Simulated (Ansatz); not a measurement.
# CH₅AgO: ionisation energy by level of theory

Aim: the vertical ionisation energy of CH₅AgO, as cation minus neutral at the neutral's geometry, on several levels, and how well −ε(HOMO) stands in for it.

Computed with Ansatz 0.2.0, Gaussian basis. Level: unrestricted cation, the program's frozen cores in correlated methods.

Levels to be run: UKS PBE-D4/def2-TZVPP; UKS r2SCAN-D4/def2-TZVPP; UKS PBE0-D4/def2-TZVPP; UKS B3LYP-D4/def2-TZVPP; UKS wB97X-V/def2-TZVPP; UKS wB97M-V/def2-TZVPP; UKS B2PLYP/def2-TZVPP; UHF-CCSD(T)/def2-TZVPP; UHF-MP2/def2-QZVPP; extrapolation to the limit; then −ε(HOMO) from the neutral's earlier runs with LDA (SPW92), PBE-D4, revPBE-D4, BLYP-D4, r2SCAN-D4, B97M-V, PBE0-D4, B3LYP-D4, r2SCANh-D4, r2SCAN0-D4, HSE06-D4, BHLYP-D4, CAM-B3LYP-D4, LC-ωPBE, ωB97X-V, ωB97M-V.

## (1) The geometry

The geometry comes from an earlier relaxation with PBE0-D4 in a triple-zeta def2 set; it is a stationary point, not always the lowest conformer. Ag takes the def2 core potential; no spin-orbit term is included.

SMILES `[CH3][Ag-][OH2+]`, 8 atoms, charge 0, spin multiplicity 1.

Atoms are counted from 1 here; the program's logs count them from 0.

Bond lengths: C1–Ag2 2.062 Å, C1–H4 1.092 Å, C1–H5 1.091 Å, C1–H6 1.092 Å, Ag2–O3 2.270 Å, O3–H7 0.962 Å, O3–H8 0.962 Å. Angles: Ag2–C1–H4 109.6°, Ag2–C1–H5 109.9°, Ag2–C1–H6 109.5°, H4–C1–H5 109.2°, H4–C1–H6 109.2°, H5–C1–H6 109.3°, C1–Ag2–O3 179.3°, Ag2–O3–H7 112.6°, Ag2–O3–H8 112.6°, H7–O3–H8 106.4°.

Coordinates:

```
C    -0.9827    1.4954   -0.4248
Ag    0.1820   -0.1070    0.1472
O     1.4514   -1.8869    0.7576
H    -0.4518    2.0855   -1.1740
H    -1.9236    1.1394   -0.8479
H    -1.1922    2.1217    0.4443
H     0.9223   -2.6304    1.0614
H     1.9947   -2.2177    0.0362
```

## (2) Cation, UKS PBE-D4/def2-TZVPP

File in.yaml:

```yaml
crystal:
  periodic: [false, false, false]
  atoms:
    - {symbol: C, position_ang: [-0.982742, 1.495414, -0.424751]}
    - {symbol: Ag, position_ang: [0.182025, -0.107035, 0.147163]}
    - {symbol: O, position_ang: [1.451355, -1.886891, 0.757562]}
    - {symbol: H, position_ang: [-0.451771, 2.085495, -1.173966]}
    - {symbol: H, position_ang: [-1.923633, 1.139363, -0.847873]}
    - {symbol: H, position_ang: [-1.192192, 2.121743, 0.444337]}
    - {symbol: H, position_ang: [0.922278, -2.630406, 1.061362]}
    - {symbol: H, position_ang: [1.994670, -2.217673, 0.036165]}
basis:
  gaussian: {orbitals: def2-TZVPP}
total_charge: 1
magnetization: {spin_polarized: true, initial_magnetization: 1}
hamiltonian: {xc: pbe, dispersion: d4}
```

Launch:

```bash
> ansatz run in.yaml --threads 2 --pin off --events-out ev --progress --plain --max-ram 32768MiB --backend cpu
```

After this run come: Cation, UKS r2SCAN-D4/def2-TZVPP; Cation, UKS PBE0-D4/def2-TZVPP; Cation, UKS B3LYP-D4/def2-TZVPP; Cation, UKS wB97X-V/def2-TZVPP; Cation, UKS wB97M-V/def2-TZVPP; Cation, UKS B2PLYP (frozen core)/def2-TZVPP; Cation, UHF-CCSD(T)/def2-TZVPP; Cation, UHF-MP2/def2-QZVPP.

**Question.** What will the summary of the whole plan be? Wanted: ionisation energy, CCSD(T)/CBS; nearest functional by difference; nearest −ε(HOMO); −ε(HOMO) of PBE; T1 of the cation.

The runs gave:

| quantity | value |
| --- | --- |
| ionisation energy, CCSD(T)/CBS | 8.06 eV |
| nearest functional by difference | PBE-D4 (-0.05 eV) |
| nearest −ε(HOMO) | LC-ωPBE (+0.06 eV) |
| −ε(HOMO) of PBE | 4.81 eV |
| T1 of the cation | 0.020 |

What this shows: By cation minus neutral, the functionals miss by 0.32 eV at most. −ε(HOMO) of PBE misses by 3.2 eV, since self-interaction lifts the level. Among orbital estimates LC-ωPBE comes nearest. Hartree-Fock falls 1.85 eV short, as the neutral has more correlation energy than the cation. Correlated methods include outer-core shells of Ag, which these sets cover unevenly.
